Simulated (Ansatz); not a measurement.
# C4H9BF2: small, medium and large basis sets

The task here is to estimate one member of a computed series from the others.

Program: Ansatz 0.2.0, Gaussian basis. Level of theory: one geometry, several basis sets. These are calculated values, not measurements.

The runs, in order: PBE0-D4/def2-SVP; ωB97M-V/def2-SVP; PBE0-D4/def2-QZVPP; ωB97M-V/def2-QZVPP; the functionals' def2-TZVPP values are taken from earlier runs.

**Structure used throughout**

The geometry comes from an earlier relaxation with PBE0-D4 in a triple-zeta def2 set; it is a stationary point, not always the lowest conformer.

SMILES `CC(C)(C)B(F)F`, 16 atoms, charge 0, spin multiplicity 1.

Atoms are counted from 1 here; the program's logs count them from 0.

Bond lengths: C1–C2 1.529 Å, C1–H8 1.095 Å, C1–H9 1.092 Å, C1–H10 1.093 Å, C2–C3 1.527 Å, C2–C4 1.540 Å, C2–B5 1.571 Å, C3–H11 1.092 Å, C3–H12 1.095 Å, C3–H13 1.093 Å, C4–H14 1.094 Å, C4–H15 1.095 Å, C4–H16 1.093 Å, B5–F6 1.324 Å, B5–F7 1.324 Å. Angles: C2–C1–H8 110.0°, C2–C1–H9 111.7°, C2–C1–H10 111.7°, H8–C1–H9 108.0°, H8–C1–H10 107.6°, H9–C1–H10 107.8°, C1–C2–C3 110.3°, C1–C2–C4 109.1°, C1–C2–B5 110.9°, C3–C2–C4 109.3°, C3–C2–B5 111.5°, C4–C2–B5 105.8°, C2–C3–H11 111.7°, C2–C3–H12 110.1°, C2–C3–H13 111.6°, H11–C3–H12 107.9°, H11–C3–H13 107.7°, H12–C3–H13 107.6° and more.

Geometry (Å):

```mol
C4H9BF2
  3D, bonds by distance, orders not assigned

 16 15  0  0  0  0  0  0  0  0999 V2000
    0.2843    0.7746    1.2766 C   0  0
    0.0318    0.0581   -0.0504 C   0  0
    1.1311   -0.9687   -0.3151 C   0  0
   -1.3288   -0.6598    0.0170 C   0  0
   -0.0875    1.0892   -1.2295 B   0  0
   -0.6502    2.2766   -1.0658 F   0  0
    0.3150    0.8132   -2.4598 F   0  0
    0.2927    0.0506    2.0978 H   0  0
   -0.4897    1.5151    1.4887 H   0  0
    1.2493    1.2887    1.2802 H   0  0
    0.9701   -1.4984   -1.2565 H   0  0
    1.1548   -1.7107    0.4893 H   0  0
    2.1176   -0.4999   -0.3623 H   0  0
   -1.5518   -1.1974   -0.9088 H   0  0
   -1.3149   -1.3927    0.8303 H   0  0
   -2.1467    0.0386    0.2127 H   0  0
  1  2  8  0
  2  3  8  0
  2  4  8  0
  2  5  8  0
  5  6  8  0
  5  7  8  0
  1  8  8  0
  1  9  8  0
  1 10  8  0
  3 11  8  0
  3 12  8  0
  3 13  8  0
  4 14  8  0
  4 15  8  0
  4 16  8  0
M  END
```

Set-up of the first run:

The input, in.yaml:

```yaml
crystal:
  periodic: [false, false, false]
  atoms:
    - {symbol: C, position_ang: [0.284348, 0.774561, 1.276640]}
    - {symbol: C, position_ang: [0.031758, 0.058134, -0.050448]}
    - {symbol: C, position_ang: [1.131139, -0.968679, -0.315112]}
    - {symbol: C, position_ang: [-1.328828, -0.659801, 0.016973]}
    - {symbol: B, position_ang: [-0.087475, 1.089247, -1.229484]}
    - {symbol: F, position_ang: [-0.650214, 2.276626, -1.065810]}
    - {symbol: F, position_ang: [0.314970, 0.813219, -2.459840]}
    - {symbol: H, position_ang: [0.292657, 0.050633, 2.097783]}
    - {symbol: H, position_ang: [-0.489713, 1.515141, 1.488676]}
    - {symbol: H, position_ang: [1.249298, 1.288746, 1.280235]}
    - {symbol: H, position_ang: [0.970088, -1.498365, -1.256514]}
    - {symbol: H, position_ang: [1.154824, -1.710748, 0.489269]}
    - {symbol: H, position_ang: [2.117594, -0.499875, -0.362293]}
    - {symbol: H, position_ang: [-1.551795, -1.197445, -0.908785]}
    - {symbol: H, position_ang: [-1.314924, -1.392739, 0.830332]}
    - {symbol: H, position_ang: [-2.146726, 0.038644, 0.212681]}
basis:
  gaussian: {orbitals: def2-SVP}
hamiltonian: {xc: pbe0, dispersion: d4}
output: {orbitals: {seedname: orbitals}}
```

On the command line:

```console
ansatz run in.yaml --threads 4 --pin off --events-out ev --progress --plain --max-ram 11315MiB
```

Steps of the session up to this table: PBE0-D4 in def2-SVP; ωB97M-V in def2-SVP; PBE0-D4 in def2-QZVPP; ωB97M-V in def2-QZVPP.

One table of the session follows, with a row left open; its other results are not shown here.

It belongs to the step «Density functionals: the series». 

```
functional       basis  HOMO (eV)  LUMO (eV)
   PBE0-D4    def2-SVP      -8.67       0.48
   PBE0-D4  def2-TZVPP      -8.73       0.30
   PBE0-D4  def2-QZVPP      -8.74       0.23
   ωB97M-V    def2-SVP     -10.95       2.58
   ωB97M-V  def2-TZVPP          ?          ?
   ωB97M-V  def2-QZVPP     -11.03       1.49
```

**Question.** Estimate the row for ωB97M-V, def2-TZVPP.

The run gave: HOMO (eV): -11.02; LUMO (eV): 2.03. In the column «HOMO (eV)» it lies between ωB97M-V, def2-QZVPP (-11.03) and ωB97M-V, def2-SVP (-10.95).
